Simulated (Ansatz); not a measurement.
**C2H5AlCl2O: small, medium and large basis sets**

An exercise on one series of results from a longer session: the logs are not shown, and one member is left open.

Computed with Ansatz 0.2.0, Gaussian basis. Level: one geometry, several basis sets.

Plan: PBE0-D4/def2-SVP; ωB97M-V/def2-SVP; PBE0-D4/def2-QZVPP; ωB97M-V/def2-QZVPP; the functionals' def2-TZVPP values are taken from earlier runs.

## The geometry

An earlier PBE0-D4 in a triple-zeta def2 set relaxation fixed the geometry.

SMILES `CC[O][Al]([Cl])[Cl]`, 11 atoms, charge 0, spin multiplicity 1.

Atoms are counted from 1 here; the program's logs count them from 0.

Bond lengths: C1–C2 1.510 Å, C1–H7 1.093 Å, C1–H8 1.093 Å, C1–H9 1.092 Å, C2–O3 1.409 Å, C2–H10 1.095 Å, C2–H11 1.097 Å, O3–Al4 1.665 Å, Al4–Cl5 2.081 Å, Al4–Cl6 2.071 Å. Angles: C2–C1–H7 110.4°, C2–C1–H8 110.9°, C2–C1–H9 110.5°, H7–C1–H8 108.1°, H7–C1–H9 108.5°, H8–C1–H9 108.4°, C1–C2–O3 110.9°, C1–C2–H10 110.1°, C1–C2–H11 110.1°, O3–C2–H10 107.7°, O3–C2–H11 110.7°, H10–C2–H11 107.3°, C2–O3–Al4 135.4°, O3–Al4–Cl5 120.7°, O3–Al4–Cl6 119.3°, Cl5–Al4–Cl6 120.0°.

Set-up of the first run:

Contents of in.yaml:

```yaml
crystal:
  periodic: [false, false, false]
  atoms:
    - {symbol: C, position_ang: [0.004926, -1.394970, 0.879372]}
    - {symbol: C, position_ang: [0.811868, -0.306760, 0.211422]}
    - {symbol: O, position_ang: [0.097233, 0.907034, 0.189112]}
    - {symbol: Al, position_ang: [-0.696873, 1.794334, -0.974680]}
    - {symbol: Cl, position_ang: [-0.725086, 1.164263, -2.957778]}
    - {symbol: Cl, position_ang: [-1.659218, 3.546318, -0.431134]}
    - {symbol: H, position_ang: [0.587051, -2.317954, 0.939853]}
    - {symbol: H, position_ang: [-0.907352, -1.604903, 0.315248]}
    - {symbol: H, position_ang: [-0.277050, -1.096348, 1.890938]}
    - {symbol: H, position_ang: [1.742045, -0.135538, 0.763851]}
    - {symbol: H, position_ang: [1.087955, -0.612477, -0.805606]}
basis:
  gaussian: {orbitals: def2-SVP}
hamiltonian: {xc: pbe0, dispersion: d4}
output: {orbitals: {seedname: orbitals}}
```

Command:

```console
> ansatz run in.yaml --threads 4 --pin off --events-out ev --progress --plain --max-ram 10444MiB
```

Among the steps run: PBE0-D4 in def2-SVP; ωB97M-V in def2-SVP; PBE0-D4 in def2-QZVPP; ωB97M-V in def2-QZVPP.

One of the session's tables, all rows but one given; the rest of the session is left out.

It belongs to the step «Functionals by basis». 

```
functional       basis  HOMO (eV)
   PBE0-D4    def2-SVP      -8.50
   PBE0-D4  def2-TZVPP      -8.59
   PBE0-D4  def2-QZVPP          ?
   ωB97M-V    def2-SVP     -10.85
   ωB97M-V  def2-TZVPP     -10.98
   ωB97M-V  def2-QZVPP     -11.01
```

**Question.** Estimate the row for PBE0-D4, def2-QZVPP.

As computed: HOMO (eV): -8.62. In the column «HOMO (eV)» it lies between ωB97M-V, def2-SVP (-10.85) and PBE0-D4, def2-TZVPP (-8.59).
